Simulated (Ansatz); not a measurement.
**CH₅AlClNO: small, medium and large basis sets**

An exercise on one series of results from a longer session: the logs are not shown, and one member is left open.

The runs use Ansatz 0.2.0, Gaussian basis; one geometry, several basis sets.

The runs, in order: PBE0-D4/def2-SVP; ωB97M-V/def2-SVP; PBE0-D4/def2-QZVPP; ωB97M-V/def2-QZVPP; the functionals' def2-TZVPP values are taken from earlier runs.

### Structure used throughout

All runs share one geometry, relaxed beforehand with PBE0-D4 in a triple-zeta def2 set.

10 atoms, charge 0, spin multiplicity 1.

Atoms are counted from 1 here; the program's logs count them from 0.

Bond lengths: N1–Al2 1.778 Å, N1–H6 1.007 Å, N1–H7 1.006 Å, Al2–C3 2.016 Å, Al2–Cl5 2.275 Å, Al2–H8 1.580 Å, C3–O4 1.304 Å, C3–H9 1.096 Å, O4–H10 0.968 Å. Angles: Al2–N1–H6 122.5°, Al2–N1–H7 126.3°, H6–N1–H7 109.9°, N1–Al2–C3 115.9°, N1–Al2–Cl5 113.8°, N1–Al2–H8 119.6°, C3–Al2–Cl5 65.7°, C3–Al2–H8 115.6°, Cl5–Al2–H8 114.4°, Al2–C3–O4 124.1°, Al2–C3–H9 121.5°, O4–C3–H9 113.8°, C3–O4–H10 113.1°.

The first run:

Input file in.yaml:

```yaml
crystal:
  periodic: [false, false, false]
  atoms:
    - {symbol: N, position_ang: [0.014656, 1.403622, 1.533068]}
    - {symbol: Al, position_ang: [-0.695018, 0.125520, 0.520865]}
    - {symbol: C, position_ang: [0.572221, -0.806962, -0.739074]}
    - {symbol: O, position_ang: [0.376912, -2.003717, -1.218450]}
    - {symbol: Cl, position_ang: [-0.944594, 0.714923, -1.662137]}
    - {symbol: H, position_ang: [-0.325291, 1.611955, 2.457495]}
    - {symbol: H, position_ang: [0.633963, 2.133696, 1.223236]}
    - {symbol: H, position_ang: [-1.866875, -0.765869, 1.095058]}
    - {symbol: H, position_ang: [1.419698, -0.280727, -1.193033]}
    - {symbol: H, position_ang: [0.897428, -2.183542, -2.014129]}
basis:
  gaussian: {orbitals: def2-SVP}
hamiltonian: {xc: pbe0, dispersion: d4}
output: {orbitals: {seedname: orbitals}}
```

On the command line:

```bash
ansatz run in.yaml --threads 4 --pin off --events-out ev --progress --plain --max-ram 10444MiB
```

Steps of the session up to this table: PBE0-D4 in def2-SVP; ωB97M-V in def2-SVP; PBE0-D4 in def2-QZVPP; ωB97M-V in def2-QZVPP.

One of the session's tables, all rows but one given; the rest of the session is left out.

It belongs to the step «Density functionals: the series». 

```
functional       basis  HOMO (eV)  LUMO (eV)
   PBE0-D4    def2-SVP          ?          ?
   PBE0-D4  def2-TZVPP      -6.77      -1.88
   PBE0-D4  def2-QZVPP      -6.83      -1.96
   ωB97M-V    def2-SVP      -8.89       0.56
   ωB97M-V  def2-TZVPP      -9.16       0.28
   ωB97M-V  def2-QZVPP      -9.23       0.13
```

Estimate the missing values for PBE0-D4, def2-SVP.

The run gave: HOMO (eV): -6.51; LUMO (eV): -1.70. In the column «HOMO (eV)» it is the highest.
